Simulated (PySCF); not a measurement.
# [ErI2]+: other functionals and bases at one geometry

How far do other levels of theory move the description of [ErI2]+, and what does each cost? The species was built from a template and needn't be a known compound.

Method: several levels, as the steps say, no spin–orbit coupling; program: PySCF 2.14.0.

1 further run of the same task is left out (for a known fault of the program).

**1. The system as given**

3 atoms, charge 1, spin multiplicity 1.

Bond lengths: Er1–I2 2.706 Å, Er1–I3 2.706 Å. Angles: I2–Er1–I3 112.1°.

As a file:

```xyz
3
ErI2
Er    0.00000    0.00000   -0.93388
I     2.24406    0.00000    0.57794
I    -2.24406    0.00000    0.57794
```

Formal oxidation states: Er +3. Each metal's 11 4f electrons lie in its core potential, so multiplicities, spins and levels count the valence alone. An earlier session relaxed this geometry at PBE0, Er lcecp-1-SVP with ECP57, I def2-SVP with ECP28 (singlet, point group C2v).

At PBE0 on the finer grid: E = -633.538395 Eh, HOMO -12.00 eV, LUMO -7.83 eV, Mulliken charge on Er1 +1.08 e, largest force component 0.015 eV/Å. 

Levels to run: wB97X; CAM-B3LYP; PBE0, TZVP. Hardware: 2 threads of Intel Xeon 6975P-C (Granite Rapids), shared host.

**2. wB97X**

The input, run.py (the lines that set the calculation):

```python
mol = gto.M(atom='''
Er     0.00000     0.00000    -0.93388
I      2.24406     0.00000     0.57794
I     -2.24406     0.00000     0.57794''',
    basis={'Er': 'lcecp-1-SVP', 'I': 'def2-SVP'},
    ecp={'Er': 'lcecp-1-SVP', 'I': 'def2-SVP'},
    charge=1, spin=0)
mf = dft.RKS(mol, xc='WB97X')
mf.grids.atom_grid = (75, 302)  # f atoms: unpruned, at least (60, 302)
mf = mf.density_fit()  # fitting sets: Er AutoAux, I def2-universal-JKFIT
mf.conv_tol = 1e-08; mf.max_cycle = 55
mf.kernel(dm0)  # dm0: the density of the relaxed state
```

On the command line:

```sh
> OMP_NUM_THREADS=2 python run.py
```

**3. CAM-B3LYP**

Changes to run.py (the lines that set the calculation) since step 2:

```diff
@@ -7,3 +7,3 @@
     charge=1, spin=0)
-mf = dft.RKS(mol, xc='WB97X')
+mf = dft.RKS(mol, xc='CAMB3LYP')
 mf.grids.atom_grid = (75, 302)  # f atoms: unpruned, at least (60, 302)
```

**4. PBE0, TZVP**

Basis: Er lcecp-1-TZVP with ECP57, I def2-TZVP with ECP28. 

The input, run.py (the lines that set the calculation):

```python
mol = gto.M(atom='''
Er     0.00000     0.00000    -0.93388
I      2.24406     0.00000     0.57794
I     -2.24406     0.00000     0.57794''',
    basis={'Er': 'lcecp-1-TZVP', 'I': 'def2-TZVP'},
    ecp={'Er': 'lcecp-1-TZVP', 'I': 'def2-TZVP'},
    charge=1, spin=0)
mf = dft.RKS(mol, xc='PBE0')
mf.grids.atom_grid = (75, 302)  # f atoms: unpruned, at least (60, 302)
mf = mf.density_fit()  # fitting sets: Er AutoAux, I def2-universal-JKFIT
mf.conv_tol = 1e-08; mf.max_cycle = 55
mf.kernel(dm0)  # dm0: free metal ions and neutral atoms
```

Q: Predict the outcome of this session. Wanted: for each run, HOMO; gap; charge on Er1; dipole; largest force.

**Answer**, as computed:

| level | state | HOMO (eV) | gap (eV) | charge on Er1 (e) | dipole (D) | largest force (eV/Å) | basis functions | time |
| --- | --- | --- | --- | --- | --- | --- | --- | --- |
| PBE0 (relaxed here) | singlet | -12.00 | 4.17 | 1.08 | 7.01 | 0.01 | 85 | 6.5 s |
| wB97X | singlet | -14.04 | 8.13 | 1.08 | 7.51 | 0.08 | 85 | 4.6 s |
| CAM-B3LYP | singlet | -13.12 | 5.99 | 1.06 | 7.26 | 0.10 | 85 | 4.3 s |
| PBE0, TZVP | singlet | -11.93 | 4.23 | 1.36 | 6.77 | 0.05 | 147 | 8.4 s |

Times are on 2 threads of Intel Xeon 6975P-C (Granite Rapids), shared host; the first row also made further properties. The dipole of a charged species depends on the origin, so these sizes hold for this origin alone.

In one basis the HOMO–LUMO gap runs from 4.17 eV (PBE0) to 8.13 eV (wB97X). The largest leftover force, 0.10 eV/Å with CAM-B3LYP, stands at a geometry relaxed at another level. The Mulliken charge on Er spans +1.06 to +1.36 e over the levels. With 4f in the core, its levels are missing from HOMO and gap. Total energies of different levels can't be compared. Spin–orbit coupling is left out throughout.
